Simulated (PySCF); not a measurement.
# CH2OTm (Tm(H2CO)2+): the cost of one run

Method: PBE0, Tm lcecp-0-SVP with ECP59, O def2-SVP, C def2-SVP, H def2-SVP; scalar-relativistic core potentials, no spin–orbit coupling; program: PySCF 2.14.0.

1 further run of the same task is left out (for a known fault of the program).

**1. The system as given**

5 atoms, charge 2, spin multiplicity 1.

Bond lengths: Tm1–O2 2.570 Å, O2–C3 1.220 Å, C3–H4 1.105 Å, C3–H5 1.105 Å. Angles: Tm1–O2–C3 180.0°, O2–C3–H4 121.7°, O2–C3–H5 121.7°, H4–C3–H5 116.6°.

Geometry (Å):

| atom | x (Å) | y (Å) | z (Å) |
| --- | --- | --- | --- |
| Tm1 | 0.00000 | 0.00000 | 0.00000 |
| O2 | 0.00000 | 0.00000 | 2.57000 |
| C3 | 0.00000 | 0.00000 | 3.79000 |
| H4 | 0.94000 | 0.00000 | 4.37000 |
| H5 | -0.94000 | 0.00000 | 4.37000 |

Formal oxidation states: Tm +2. Each metal's 13 4f electrons lie in its core potential, so multiplicities, spins and levels count the valence alone.

**2. SCF at the start, singlet**

run.py (the lines that set the calculation) reads:

```python
mol = gto.M(atom='''
Tm     0.00000     0.00000     0.00000
O      0.00000     0.00000     2.57000
C      0.00000     0.00000     3.79000
H      0.94000     0.00000     4.37000
H     -0.94000     0.00000     4.37000''',
    basis={'Tm': 'lcecp-0-SVP', 'O': 'def2-SVP', 'C': 'def2-SVP', 'H': 'def2-SVP'},
    ecp={'Tm': 'lcecp-0-SVP'},
    charge=2, spin=0)
mf = dft.RKS(mol, xc='PBE0')
mf.grids.atom_grid = (50, 194)  # f atoms: unpruned, at least (60, 302)
mf = mf.density_fit()  # fitting sets: Tm AutoAux, O def2-universal-JKFIT, C def2-universal-JKFIT, H def2-universal-JKFIT
mf.conv_tol = 1e-08; mf.max_cycle = 55
mf.kernel(dm0)  # dm0: free metal ions and neutral atoms
```

Run with:

```sh
> OMP_NUM_THREADS=2 python run.py
```

**Question.** How long does this run take on 2 threads of Arm Neoverse V1, shared host, and how much memory does it need?

About 1.9 s, with a peak of 0.39 GiB.
